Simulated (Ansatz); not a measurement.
# CH5ISSi: a ladder of functionals and wavefunction methods

How much do the methods differ for CH5ISSi? The plan is to run it at one geometry with functionals of several rungs and with coupled cluster. The yardstick is the atomisation energy at the CCSD(T) limit.

Computed with Ansatz 0.2.0, Gaussian basis. Level: functionals in def2-TZVPP, the program's frozen cores in correlated methods.

Levels to be run: LDA (SPW92), PBE-D4, revPBE-D4, BLYP-D4, r2SCAN-D4, B97M-V, PBE0-D4, B3LYP-D4, r2SCANh-D4, r2SCAN0-D4, HSE06-D4, BHLYP-D4, CAM-B3LYP-D4, LC-ωPBE, ωB97X-V, ωB97M-V, B2PLYP, PBE-QIDH; CCSD(T)/def2-SVP; CCSD(T)/def2-TZVPP; MP2/def2-QZVPP; extrapolation to the limit; RPA on PBE.

**1. Structure used throughout**

All runs share one geometry, relaxed beforehand with PBE0-D4 in a triple-zeta def2 set. I takes the def2 core potential; no spin-orbit term is included.

SMILES `CS[SiH2]I`, 9 atoms, charge 0, spin multiplicity 1.

Atoms are counted from 1 here; the program's logs count them from 0.

Bond lengths: C1–S2 1.815 Å, C1–H5 1.089 Å, C1–H6 1.090 Å, C1–H7 1.090 Å, S2–Si3 2.109 Å, Si3–I4 2.451 Å, Si3–H8 1.479 Å, Si3–H9 1.483 Å. Angles: S2–C1–H5 106.5°, S2–C1–H6 111.1°, S2–C1–H7 110.6°, H5–C1–H6 109.2°, H5–C1–H7 109.2°, H6–C1–H7 110.2°, C1–S2–Si3 99.9°, S2–Si3–I4 112.6°, S2–Si3–H8 106.7°, S2–Si3–H9 111.5°, I4–Si3–H8 108.7°, I4–Si3–H9 105.4°, H8–Si3–H9 111.9°.

As a file:

```
C    -0.0691    1.2563   -0.8844
S     1.2510    0.0446   -0.5926
Si    0.3358   -1.1356    0.8965
I    -1.6958   -2.2513    0.0983
H     0.3069    1.9495   -1.6358
H    -0.3031    1.8079    0.0257
H    -0.9633    0.7639   -1.2658
H     1.3215   -2.1672    1.2877
H    -0.0953   -0.3143    2.0532
```

**2. LDA**

This LDA is Slater exchange with PW92 correlation.

The input, in.yaml:

```yaml
crystal:
  periodic: [false, false, false]
  atoms:
    - {symbol: C, position_ang: [-0.069096, 1.256255, -0.884371]}
    - {symbol: S, position_ang: [1.251005, 0.044584, -0.592599]}
    - {symbol: Si, position_ang: [0.335794, -1.135639, 0.896490]}
    - {symbol: I, position_ang: [-1.695834, -2.251254, 0.098297]}
    - {symbol: H, position_ang: [0.306927, 1.949531, -1.635784]}
    - {symbol: H, position_ang: [-0.303106, 1.807891, 0.025733]}
    - {symbol: H, position_ang: [-0.963307, 0.763940, -1.265823]}
    - {symbol: H, position_ang: [1.321511, -2.167194, 1.287745]}
    - {symbol: H, position_ang: [-0.095294, -0.314313, 2.053211]}
basis:
  gaussian: {orbitals: def2-TZVPP}
hamiltonian: {xc: lda}
output: {orbitals: {seedname: orbitals}}
```

The runs that follow: PBE-D4 (GGA); revPBE-D4 (GGA); BLYP-D4 (GGA); r2SCAN-D4 (meta-GGA); B97M-V (meta-GGA); PBE0-D4 (hybrid); B3LYP-D4 (hybrid); r2SCANh-D4 (hybrid); r2SCAN0-D4 (hybrid); HSE06-D4 (hybrid); BHLYP-D4 (hybrid); CAM-B3LYP-D4 (range-separated); LC-ωPBE (range-separated); ωB97X-V (range-separated); ωB97M-V (range-separated); B2PLYP (double hybrid); PBE-QIDH (double hybrid); CCSD(T) in def2-SVP; CCSD(T) in def2-TZVPP; MP2 in def2-QZVPP; RPA on PBE orbitals.

Q: Predict the results of all the runs planned. Wanted: atomisation energy, CCSD(T)/CBS; farthest beyond LDA; mean size of error, GGA; mean size of error, meta-GGA; mean size of error, hybrid; mean size of error, range-separated; mean size of error, double hybrid; gap, smallest and largest; T1 diagnostic.

The runs gave:

```
                               quantity                                                                                                         value
        atomisation energy, CCSD(T)/CBS                                                                                                 2884.3 kJ/mol
 functionals within 28.8 kJ/mol (1.0 %)  PBE-D4, r2SCAN-D4, B97M-V, PBE0-D4, B3LYP-D4, r2SCANh-D4, HSE06-D4, CAM-B3LYP-D4, ωB97X-V, ωB97M-V, PBE-QIDH
                    farthest beyond LDA                                                                                       BHLYP-D4 (-77.0 kJ/mol)
                mean size of error, GGA                                                                                                   34.7 kJ/mol
           mean size of error, meta-GGA                                                                                                    2.1 kJ/mol
             mean size of error, hybrid                                                                                                   27.9 kJ/mol
    mean size of error, range-separated                                                                                                   24.3 kJ/mol
      mean size of error, double hybrid                                                                                                   44.4 kJ/mol
              gap, smallest and largest                                                                     4.33 eV (LDA (SPW92)), 11.21 eV (LC-ωPBE)
                          T1 diagnostic                                                                                                        0.0094
triples share of the correlation energy                                                                                                         3.2 %
```

LDA overbinds by 359.0 kJ/mol (12 %). PBE-D4 is off by +14.8 kJ/mol. Double hybrids carry the basis error of their MP2 part in triple zeta, and no dispersion term here, so their miss is partly the set-up's. The rungs meta-GGA, range-separated, hybrid miss on average by less than the doubt on the reference (28.8 kJ/mol), so they tie. Misses under about 28.8 kJ/mol are within the doubt on the reference itself, which lacks core-valence correlation, spin-orbit coupling and higher excitations, and its outer-core shells are covered unevenly. All levels share the lack of spin-orbit coupling, which lowers the free heavy atoms and so the true binding. Hartree-Fock recovers 73 % of the binding; the rest is correlation. CCSD(T) in def2-SVP is off by -220.1 kJ/mol, more than most functionals: a good method in a small basis is no reference. The gap grows from 4.3 to 11.2 eV across the functionals, mostly with the share of exact exchange. Correlated methods include outer-core shells of I, which these sets cover unevenly.
